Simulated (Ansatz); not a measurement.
# Mo5W: the cost of one run

Method: DFT PBE, scalar-relativistic, plane waves, PAW, in Ansatz 0.2.0.

**1. Starting point**

It takes space group Cmmm (No. 65, orthorhombic). Conventional cell: a = 3.165 Å, b = 4.479 Å, c = 13.426 Å, α = 90.00°, β = 90.00°, γ = 90.00°. Mo (site symmetry mm2) is surrounded by 6 Mo at 2.74 Å and 2 W at 2.75 Å. Mo (site symmetry mm2) is surrounded by 8 Mo at 2.74 Å. Mo (site symmetry mmm) has 8 Mo at 2.74 Å in its first shell of neighbours. W (site symmetry mmm) is surrounded by 4 W at 2.74 Å and 4 Mo at 2.75 Å.

As a file:

```cif
data_structure
_symmetry_space_group_name_H-M 'Cmmm'
_symmetry_Int_Tables_number 65
_cell_length_a 3.1651
_cell_length_b 4.4790
_cell_length_c 13.4262
_cell_angle_alpha 90.000
_cell_angle_beta 90.000
_cell_angle_gamma 90.000
_cell_volume 190.33
loop_
_atom_site_label
_atom_site_type_symbol
_atom_site_symmetry_multiplicity
_atom_site_Wyckoff_symbol
_atom_site_fract_x
_atom_site_fract_y
_atom_site_fract_z
_atom_site_occupancy
Mo1 Mo 4 k 0.00000 0.00000 0.83263 1
Mo2 Mo 4 l 0.50000 0.00000 0.66624 1
Mo3 Mo 2 d 0.00000 0.00000 0.50000 1
W1 W 2 b 0.50000 0.00000 0.00000 1
```

The cell was relaxed beforehand at this level, from a generated guess; it needn't be the stable form of this composition. At a tolerance of 0.05 Å it has space group Cmmm (No. 65); it has 15.86 Å³/atom, an uncorrected energy of +0.01 eV/atom over the elements.

**2. Bands, states and charges**

File input.yaml:

```yaml
crystal:
  lattice:
    - [1.5825322, -2.2394753, 0.0]
    - [1.5825322, 2.2394753, 0.0]
    - [0.0, 0.0, 13.4262106]
  atoms:
    - { symbol: Mo, position: [0.0, 0.0, 0.832627] }
    - { symbol: Mo, position: [0.5, 0.5, 0.666241] }
    - { symbol: Mo, position: [0.0, 0.0, 0.5] }
    - { symbol: Mo, position: [0.5, 0.5, 0.333759] }
    - { symbol: Mo, position: [0.0, 0.0, 0.167373] }
    - { symbol: W, position: [0.5, 0.5, 0.0] }
basis:
  ecutwfc: 420
kpoints:
  mp_grid: { grid: [14, 14, 4] }
  band_path:
    path:
      - [[0.0, 0.0, 0.0], [-0.5, 0.5, 0.0], [-0.37483966, 0.62516034, 0.0]]
      - [[0.37483966, 0.37483966, 0.0], [0.0, 0.0, 0.0], [0.0, 0.0, 0.5], [0.37483966, 0.37483966, 0.5]]
      - [[-0.37483966, 0.62516034, 0.5], [-0.5, 0.5, 0.5], [-0.5, 0.5, 0.0]]
      - [[0.0, 0.0, 0.0], [0.0, 0.5, 0.0], [0.0, 0.5, 0.5], [0.0, 0.0, 0.5], [-0.5, 0.5, 0.5]]
    npoints: 14
hamiltonian:
  xc: pbe
scf:
  occupations: { method: gaussian, width: 0.1 }
  n_extra_bands: 15
output:
  forces: true
  stress: true
  eigenvalues: true
  populations: true
  dos: { projected: true, de: 0.02, nscf_kmesh: { grid: [17, 17, 5] } }
  bader: true
  write_density: true
  write_potential: true
  elf: true
  volumetric_format: npy
```

Started as:

```bash
> ansatz run input.yaml --threads 4 --pin off --max-ram 8192MiB --backend cpu --events-out ev --progress --plain --runs-dir out
```

What time and memory should one allow on 4 threads of Intel Xeon Platinum 8488C (Sapphire Rapids), shared host?

About 44 s, with a peak of 1.2 GiB.
